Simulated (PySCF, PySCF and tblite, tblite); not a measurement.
**C₃H₁₀OSSi₂: a path driven as pyramidal inversion, and NMR exchange, part 1 of 2**

Aim: the barrier and rate of pyramidal inversion in C₃H₁₀OSSi₂ (`O=[SH]/C=C\C([SiH3])[SiH3]`), and what it does to NMR lines.

Programs: PySCF 2.14.0 with density-fitted response routines of our own, and tblite 0.8.0. All values are computed, except where a source is named. Atoms count from 0 throughout.

## Step 1: The molecule as given

17 atoms, charge 0, multiplicity 1; geometry from: force field or distance geometry start.

Bonds of the start (Å): C2–C3 1.36, C2–H8 1.09, C3–C4 1.51, C3–H9 1.11, C4–H10 1.09, C4–Si5 1.90, C4–Si6 1.88, O0–S1 1.52, S1–C2 1.78, S1–H7 1.36, Si5–H11 1.48, Si5–H12 1.49, Si5–H13 1.48, Si6–H14 1.49, Si6–H15 1.48, Si6–H16 1.49.

## Step 2: GFN2-xTB relaxation, start minimum

Job settings and geometry (Å):

```
{"job": {"xc": "GFN2-xTB", "basis": "xTB", "kind": "relax"}, "charge": 0, "multiplicity": 1}
O      4.105400    -1.120700     0.011700
S      2.863200    -0.371600    -0.430600
C      1.529300    -1.497000    -0.092600
C      0.246800    -1.067300     0.003800
C     -0.305400     0.334500    -0.109800
Si    -1.630000     0.525000    -1.456500
Si    -1.179100     0.968400     1.428200
H      2.730900     0.482100     0.624300
H      1.740400    -2.555800     0.020900
H     -0.493600    -1.858500     0.221400
H      0.488300     1.047700    -0.353400
H     -1.046600     0.138800    -2.763400
H     -2.787200    -0.367200    -1.179800
H     -2.080500     1.932900    -1.569100
H     -0.216000     0.975500     2.561000
H     -1.659600     2.362100     1.269500
H     -2.313500     0.083100     1.804500
```

Launch:

```console
$ OMP_NUM_THREADS=1 python ens_run.py task.json out
```

The driver reads the study from task.json and runs its stages one after another.

Output:

```text
step      E/eV     max force
  0    -604.27344    2.953
  1    -604.46206    1.284
  2    -604.51159    0.659
  3    -604.54386    0.497
  4    -604.57157    0.396
  5    -604.59811    0.331
  6    -604.60684    0.251
  7    -604.61343    0.248
  8    -604.61802    0.271
  9    -604.62322    0.245
 10    -604.62834    0.213
 11    -604.63289    0.198
 12    -604.63660    0.190
 13    -604.63998    0.209
 14    -604.64310    0.161
 15    -604.64621    0.166
 16    -604.64944    0.144
 17    -604.65291    0.188
 18    -604.65659    0.189
 19    -604.66004    0.173
 20    -604.66300    0.141
 21    -604.66586    0.142
 22    -604.66897    0.188
 23    -604.67197    0.153
 24    -604.67418    0.114
 25    -604.67561    0.103
 26    -604.67697    0.111
 27    -604.67856    0.116
 28    -604.67994    0.083
 29    -604.68084    0.066
 30    -604.68144    0.060
 31    -604.68198    0.073
 32    -604.68253    0.068
 33    -604.68299    0.053
 34    -604.68332    0.044
 35    -604.68364    0.055
 36    -604.68405    0.055
 37    -604.68457    0.074
 38    -604.68509    0.076
 39    -604.68552    0.059
 40    -604.68587    0.042
 41    -604.68624    0.043
 42    -604.68668    0.056
 43    -604.68719    0.061
 44    -604.68769    0.050
 45    -604.68810    0.044
 46    -604.68842    0.050
 47    -604.68874    0.049
 48    -604.68902    0.057
 49    -604.68927    0.050
 50    -604.68947    0.029
 51    -604.68966    0.030
 52    -604.68982    0.036
 53    -604.69007    0.047
 54    -604.69031    0.038
 55    -604.69054    0.040
 56    -604.69073    0.036
 57    -604.69095    0.038
 58    -604.69123    0.047
 59    -604.69158    0.052
 60    -604.69190    0.056
 61    -604.69212    0.039
 62    -604.69226    0.035
 63    -604.69238    0.033
 64    -604.69251    0.051
 65    -604.69263    0.062
 66    -604.69274    0.032
 67    -604.69282    0.016
 68    -604.69286    0.025
 69    -604.69296    0.043
 70    -604.69305    0.044
 71    -604.69314    0.031
 72    -604.69321    0.026
 73    -604.69326    0.017
 74    -604.69331    0.019
 75    -604.69335    0.014
 76    -604.69339    0.021
 77    -604.69344    0.025
 78    -604.69352    0.032
 79    -604.69364    0.041
 80    -604.69376    0.038
 81    -604.69384    0.024
 82    -604.69387    0.017
 83    -604.69390    0.016
 84    -604.69393    0.015
 85    -604.69396    0.021
 86    -604.69398    0.007
 87    -604.69398    0.007
 88    -604.69399    0.006
 89    -604.69400    0.006
 90    -604.69400    0.005
 91    -604.69400    0.005
 92    -604.69400    0.003
```

Run time: 0.85 s. Hardware: 1 thread of Arm Neoverse V1, shared host.

Relaxing gained 0.421 eV and moved the atoms by 0.24 Å on average (rms).

## Step 3: Relaxed scan, inversion

Job settings and geometry (Å):

```
{"job": {"xc": "GFN2-xTB", "basis": "xTB", "coordinate": [["t", [7, 0, 2, 1], 0.3333333333333333], ["t", [0, 2, 7, 1], 0.3333333333333333], ["t", [2, 7, 0, 1], 0.3333333333333333]], "kind": "drive"}, "charge": 0, "multiplicity": 1}
O      3.950922    -0.979156    -0.454102
S      2.732421    -0.186494    -0.300934
C      1.403651    -1.379488     0.009835
C      0.128022    -1.024117     0.021552
C     -0.362397     0.360624    -0.139943
Si    -1.600544     0.448611    -1.595971
Si    -1.093010     0.968274     1.521814
H      2.734196     0.213258     1.070592
H      1.760560    -2.391601     0.112196
H     -0.630538    -1.781546     0.182952
H      0.485044     1.008526    -0.381244
H     -0.927567    -0.010218    -2.812015
H     -2.743275    -0.419815    -1.306651
H     -2.043732     1.833821    -1.748143
H     -0.056443     0.863502     2.552258
H     -1.511774     2.360473     1.368296
H     -2.232533     0.127374     1.889600
```

Output:

```text
point  coordinate     E/eV
  0     39.400     -604.55971
  1     31.000     -604.14981
  2     21.200     -603.48179
  3     -6.000     -602.55403
  4    -20.400     -603.46222
  5    -30.400     -604.09548
  6    -39.400     -604.55215
  7    -46.100     -604.68307
```

Wall time 2.8 s (1 thread of Arm Neoverse V1, shared host).

The highest point is number 3, 46.3 kcal/mol above the first.

## Step 4: Nudged elastic band, leg 1

Changed since step 3:

```diff
@@ -1,2 +1,2 @@
-{"job": {"xc": "GFN2-xTB", "basis": "xTB", "coordinate": [["t", [7, 0, 2, 1], 0.3333333333333333], ["t", [0, 2, 7, 1], 0.3333333333333333], ["t", [2, 7, 0, 1], 0.3333333333333333]], "kind": "drive"}, "charge": 0, "multiplicity": 1}
+{"job": {"xc": "GFN2-xTB", "basis": "xTB", "kind": "neb"}, "charge": 0, "multiplicity": 1}
 O      3.950922    -0.979156    -0.454102
```

Output:

```text
image   E - E0 / eV
  0       0.0000
  1       1.9138
  2       0.0962
  3       0.1075
  4       0.0449
  5       0.0062
  6      -0.0001
```

It took 8.8 s on 1 thread of Arm Neoverse V1, shared host; peak memory 0.19 GiB.

The run did not converge, so its numbers are no properties of the molecule.

## Step 5: Saddle search, leg 1

Job settings and geometry (Å):

```
{"job": {"xc": "GFN2-xTB", "basis": "xTB", "kind": "saddle"}, "charge": 0, "multiplicity": 1}
O      4.148517    -0.932138    -0.169279
S      2.766511    -0.467760     0.153124
C      1.342526    -1.502694    -0.024762
C      0.084361    -1.076926    -0.023061
C     -0.368922     0.328805    -0.125415
Si    -1.612902     0.478606    -1.573464
Si    -1.058044     0.927170     1.557324
H      2.619716     0.870085     0.387572
H      1.676136    -2.524429    -0.000225
H     -0.686469    -1.828895     0.080647
H      0.493360     0.957733    -0.368068
H     -0.948086     0.018731    -2.795497
H     -2.772612    -0.368942    -1.292855
H     -2.013392     1.878985    -1.713598
H     -0.009217     0.782802     2.569844
H     -1.434165     2.336417     1.423728
H     -2.227318     0.122451     1.913986
```

Output:

```text
step      E/eV     max force
  0    -602.55403   3.4137
  1    -602.40630   1.3420
  2    -602.39498   0.2659
  3    -602.39463   0.2368
  4    -602.39065   0.4018
  5    -602.39647   0.1443
  6    -602.39838   0.0932
  7    -602.40001   0.1185
  8    -602.40102   0.0288
  9    -602.40088   0.1961
 10    -602.40131   0.0107
 11    -602.40146   0.0171
 12    -602.40146   0.0010
lowest wavenumbers (cm-1): -1392.6 31.5 77.6 107.1 116.1 125.2
```

Run time: 6.1 s. Hardware: 1 thread of Arm Neoverse V1, shared host; peak memory 0.2 GiB.

Point group C1; 1 imaginary mode, 1393i cm⁻¹, carried by H7, S1. Steps downhill from it reached both ends.

## Step 6: Shieldings, start: PBE0/pcSseg-1

Job settings and geometry (Å):

```
{"job": {"kind": "nmr", "xc": "PBE0", "basis": "pcSseg-1", "pop": false}, "charge": 0, "multiplicity": 1}
O      3.950922    -0.979156    -0.454102
S      2.732421    -0.186494    -0.300934
C      1.403651    -1.379488     0.009835
C      0.128022    -1.024117     0.021552
C     -0.362397     0.360624    -0.139943
Si    -1.600544     0.448611    -1.595971
Si    -1.093010     0.968274     1.521814
H      2.734196     0.213258     1.070592
H      1.760560    -2.391601     0.112196
H     -0.630538    -1.781546     0.182952
H      0.485044     1.008526    -0.381244
H     -0.927567    -0.010218    -2.812015
H     -2.743275    -0.419815    -1.306651
H     -2.043732     1.833821    -1.748143
H     -0.056443     0.863502     2.552258
H     -1.511774     2.360473     1.368296
H     -2.232533     0.127374     1.889600
```

Output:

```text
coarse grid: 15416 points
cycle   1  E = -1171.7370224486  dE =  8.890e-01  |g| = 9.087e-01  |ddm| = 3.872e+00
cycle   2  E = -1170.8117020945  dE =  9.253e-01  |g| = 2.239e+00  |ddm| = 4.607e+00
cycle   3  E = -1171.8908581499  dE = -1.079e+00  |g| = 2.221e-01  |ddm| = 3.955e+00
cycle   4  E = -1171.8986080008  dE = -7.750e-03  |g| = 1.418e-01  |ddm| = 4.526e-01
cycle   5  E = -1171.9039036421  dE = -5.296e-03  |g| = 1.600e-02  |ddm| = 1.669e-01
cycle   6  E = -1171.9039611668  dE = -5.752e-05  |g| = 6.952e-03  |ddm| = 2.529e-02
cycle   7  E = -1171.9039716071  dE = -1.044e-05  |g| = 3.048e-03  |ddm| = 9.419e-03
cycle   8  E = -1171.9039739905  dE = -2.383e-06  |g| = 3.558e-04  |ddm| = 3.267e-03
final grid: 134152 points
cycle   9  E = -1171.9569489703  dE = -1.899e-05  |g| = 8.910e-03  |ddm| = 2.707e-02
cycle  10  E = -1171.9569173929  dE =  3.158e-05  |g| = 1.479e-02  |ddm| = 2.926e-02
cycle  11  E = -1171.9569662906  dE = -4.890e-05  |g| = 2.020e-03  |ddm| = 2.057e-02
cycle  12  E = -1171.9569670463  dE = -7.556e-07  |g| = 3.109e-04  |ddm| = 2.249e-03
cycle  13  E = -1171.9569670691  dE = -2.281e-08  |g| = 1.196e-04  |ddm| = 4.572e-04
cycle  14  E = -1171.9569670721  dE = -3.017e-09  |g| = 4.531e-05  |ddm| = 1.337e-04
cycle  15  E = -1171.9569670726  dE = -4.986e-10  |g| = 1.064e-05  |ddm| = 5.203e-05
converged SCF energy = -1171.9569670726

GIAO shielding tensors (ppm)
atom      isotropic    diamagn.    paramagn.     s11        s22        s33       span
  0 O      339.504     391.010     -51.505    107.850    359.198    551.464    443.614
  1 S      194.860    1051.538    -856.678     17.979    105.513    461.087    443.109
  2 C       38.736     258.908    -220.172    -46.316     74.725     87.797    134.113
  3 C       45.152     259.706    -214.554    -66.556     47.179    154.834    221.391
  4 C      173.486     256.434     -82.949    155.539    171.484    193.435     37.896
  5 Si     416.546     879.622    -463.076    383.908    399.581    466.148     82.240
  6 Si     417.521     880.045    -462.524    384.464    401.384    466.713     82.250
  7 H       21.012      27.068      -6.055     14.969     21.708     26.361     11.392
  8 H       25.316      32.259      -6.943     23.606     25.086     27.256      3.649
  9 H       25.684      33.301      -7.617     24.018     24.543     28.491      4.474
 10 H       30.298      33.104      -2.806     25.679     29.723     35.492      9.813
 11 H       27.713      28.563      -0.850     23.977     26.134     33.028      9.051
 12 H       27.842      29.238      -1.396     24.671     26.315     32.539      7.868
 13 H       27.714      28.834      -1.120     24.198     25.728     33.217      9.020
 14 H       27.784      29.219      -1.436     23.786     26.640     32.925      9.140
 15 H       27.652      29.170      -1.518     24.168     25.594     33.194      9.027
 16 H       27.806      29.501      -1.695     24.655     26.101     32.662      8.007
```

Run time: 42 s. Hardware: 1 thread of Arm Neoverse V1, shared host; peak memory 0.85 GiB.

In short: HOMO -6.77 eV, LUMO -0.89 eV; dipole 4.14 D.

## Step 7: Shieldings, saddle of leg 1: PBE0/pcSseg-1

Job settings and geometry (Å):

```
{"job": {"kind": "nmr", "xc": "PBE0", "basis": "pcSseg-1", "pop": false}, "charge": 0, "multiplicity": 1}
O      4.117211    -0.897061     0.290816
S      2.703675    -0.406189     0.244447
C      1.338732    -1.495026     0.053526
C      0.083505    -1.099077    -0.132945
C     -0.370631     0.309096    -0.230892
Si    -1.714760     0.493506    -1.576448
Si    -0.921077     0.896096     1.507780
H      2.533958     0.919846     0.374998
H      1.696030    -2.507680     0.109355
H     -0.668235    -1.873122    -0.192796
H      0.482679     0.927259    -0.527061
H     -1.163712     0.046601    -2.857036
H     -2.864871    -0.337850    -1.218119
H     -2.107622     1.899942    -1.660051
H      0.191899     0.691985     2.437747
H     -1.257965     2.318659     1.441300
H     -2.078818     0.113013     1.935379
```

Output:

```text
coarse grid: 15416 points
cycle   1  E = -1171.6837331473  dE =  9.481e-01  |g| = 8.803e-01  |ddm| = 3.891e+00
cycle   2  E = -1169.4711066175  dE =  2.213e+00  |g| = 2.779e+00  |ddm| = 9.108e+00
cycle   3  E = -1171.8078710976  dE = -2.337e+00  |g| = 3.728e-01  |ddm| = 8.980e+00
cycle   4  E = -1171.8313489147  dE = -2.348e-02  |g| = 2.288e-01  |ddm| = 6.669e-01
cycle   5  E = -1171.8446756416  dE = -1.333e-02  |g| = 7.293e-02  |ddm| = 3.235e-01
cycle   6  E = -1171.8459167722  dE = -1.241e-03  |g| = 2.678e-02  |ddm| = 1.018e-01
cycle   7  E = -1171.8460951741  dE = -1.784e-04  |g| = 4.571e-03  |ddm| = 2.742e-02
cycle   8  E = -1171.8461009236  dE = -5.749e-06  |g| = 1.479e-03  |ddm| = 8.206e-03
final grid: 134152 points
cycle   9  E = -1171.8993813941  dE = -2.043e-05  |g| = 8.599e-03  |ddm| = 2.661e-02
cycle  10  E = -1171.8993447103  dE =  3.668e-05  |g| = 1.474e-02  |ddm| = 2.573e-02
cycle  11  E = -1171.8993982036  dE = -5.349e-05  |g| = 1.909e-03  |ddm| = 1.883e-02
cycle  12  E = -1171.8993989301  dE = -7.265e-07  |g| = 3.320e-04  |ddm| = 1.981e-03
cycle  13  E = -1171.8993989580  dE = -2.789e-08  |g| = 1.041e-04  |ddm| = 5.022e-04
cycle  14  E = -1171.8993989601  dE = -2.147e-09  |g| = 4.698e-05  |ddm| = 1.364e-04
cycle  15  E = -1171.8993989606  dE = -4.866e-10  |g| = 1.234e-05  |ddm| = 5.328e-05
converged SCF energy = -1171.8993989606

GIAO shielding tensors (ppm)
atom      isotropic    diamagn.    paramagn.     s11        s22        s33       span
  0 O      406.109     391.259      14.850    232.344    238.960    747.023    514.679
  1 S      328.759    1054.080    -725.321    185.628    219.924    580.725    395.097
  2 C       53.934     258.625    -204.691    -25.951     91.044     96.708    122.659
  3 C       77.101     259.369    -182.268     -2.055     74.529    158.827    160.882
  4 C      177.590     256.647     -79.057    160.082    173.516    199.173     39.091
  5 Si     416.680     879.862    -463.182    387.651    395.453    466.937     79.287
  6 Si     427.409     880.602    -453.192    406.013    408.761    467.455     61.442
  7 H       20.271      28.514      -8.243     14.360     19.763     26.689     12.329
  8 H       24.933      30.368      -5.435     23.332     24.872     26.596      3.264
  9 H       27.075      33.150      -6.075     23.704     28.470     29.051      5.348
 10 H       31.744      35.206      -3.461     27.930     31.218     36.085      8.155
 11 H       27.649      28.726      -1.077     23.698     26.043     33.206      9.508
 12 H       27.812      29.351      -1.539     24.555     26.211     32.669      8.113
 13 H       27.658      28.981      -1.323     24.028     25.678     33.268      9.240
 14 H       27.645      29.694      -2.049     22.858     27.709     32.367      9.509
 15 H       27.686      29.686      -1.999     24.263     25.327     33.469      9.206
 16 H       27.943      29.787      -1.844     24.733     26.036     33.060      8.327
```

Run time: 43 s. Hardware: 1 thread of Arm Neoverse V1, shared host; peak memory 0.87 GiB.

Key values: HOMO -5.44 eV, LUMO -0.99 eV; dipole 4.05 D.

## Step 8: Kinetics and line shapes

Job settings and geometry (Å):

```
{"job": {"smiles": "O=[SH]/C=C\\C([SiH3])[SiH3]", "charge": 0, "mult": 1, "motion": "inversion", "what": "sulfoxide", "atoms": [1], "drives": [{"terms": [["t", [7, 0, 2, 1], 0.3333333333333333], ["t", [0, 2, 7, 1], 0.3333333333333333], ["t", [2, 7, 0, 1], 0.3333333333333333]], "neg": true, "n": 8}], "study": "path", "level": {"kind": "nmr", "xc": "PBE0", "basis": "pcSseg-1"}, "fields": [60, 700, 800], "first": 3, "seed": 408, "kind": "path"}, "charge": 0, "multiplicity": 1}
O      3.950922    -0.979156    -0.454102
S      2.732421    -0.186494    -0.300934
C      1.403651    -1.379488     0.009835
C      0.128022    -1.024117     0.021552
C     -0.362397     0.360624    -0.139943
Si    -1.600544     0.448611    -1.595971
Si    -1.093010     0.968274     1.521814
H      2.734196     0.213258     1.070592
H      1.760560    -2.391601     0.112196
H     -0.630538    -1.781546     0.182952
H      0.485044     1.008526    -0.381244
H     -0.927567    -0.010218    -2.812015
H     -2.743275    -0.419815    -1.306651
H     -2.043732     1.833821    -1.748143
H     -0.056443     0.863502     2.552258
H     -1.511774     2.360473     1.368296
H     -2.232533     0.127374     1.889600
```

Output:

```text
stationary points (kcal/mol above the start)
  n  kind          group   xTB      DFT    lowest mode
  0  minimum      C1       0.00     0.00      26.1
  1  saddle       C1      52.87    36.08   -1392.6
  2  minimum      C1      -0.00     0.00      25.1

GFN2-xTB energies: T/K, barrier G, reaction G (kcal/mol), k forward, k back (1/s)
 150.00    51.67    -0.01   3.23e-63   3.08e-63
 200.00    51.68    -0.02   2.79e-44   2.67e-44
 250.00    51.69    -0.02   6.83e-33   6.57e-33
 298.15    51.69    -0.02   1.62e-25   1.56e-25
 350.00    51.68    -0.02   7.82e-20   7.54e-20
 400.00    51.68    -0.03   9.72e-16   9.39e-16
 500.00    51.67    -0.03   5.43e-10   5.25e-10

PBE0/pcSseg-1 + D3(BJ) energies: T/K, barrier G, reaction G (kcal/mol), k forward, k back (1/s)
 150.00    34.89    -0.01   9.24e-39   8.89e-39
 200.00    34.90    -0.01   6.14e-26   5.92e-26
 250.00    34.90    -0.02   3.22e-18   3.11e-18
 298.15    34.90    -0.02   3.26e-13   3.15e-13
 350.00    34.90    -0.02   2.37e-09   2.29e-09
 400.00    34.89    -0.02   1.44e-06    1.4e-06
 500.00    34.88    -0.03     0.0118     0.0114
```

Run time: 1.9 min. Hardware: 1 thread of Arm Neoverse V1, shared host; peak memory 0.87 GiB. This counts the whole study up to here.

Barriers by level (kcal/mol; entropies in cal/(mol K)). Zero-point and thermal terms come from xTB in every row. ΔG‡ leaves symmetry out; the rate counts equivalent paths (a factor of 2); effective ΔG‡, where given, is the barrier that would give that rate by Eyring's equation alone:

```csv
level,ΔE‡,with zero-point,ΔH‡,ΔS‡,ΔG‡ (298 K),ΔE of reaction,k at 298 K (1/s),effective ΔG‡
GFN2-xTB,52.87,51.61,51.59,-0.3,51.69,0.00,1.6e-25,51.27
PBE0/pcSseg-1 + D3(BJ),36.08,34.82,34.80,-0.3,34.90,0.00,3.3e-13,34.49
```

Sites that the driver pairs across this motion, and where their lines would merge (no couplings; faster rotations or exchange between molecules can average them sooner):

```csv
nucleus,sites: shielding (ppm),proton frequency (MHz),spread (Hz),coalescence (K),lines at 298 K
$^{29}$Si,Si5: 416.5; Si6: 417.5,60,12,634,2
$^{29}$Si,Si5: 416.5; Si6: 417.5,700,136,694,2
$^{29}$Si,Si5: 416.5; Si6: 417.5,800,155,698,2
```

(Continued in part 2 of 2.)
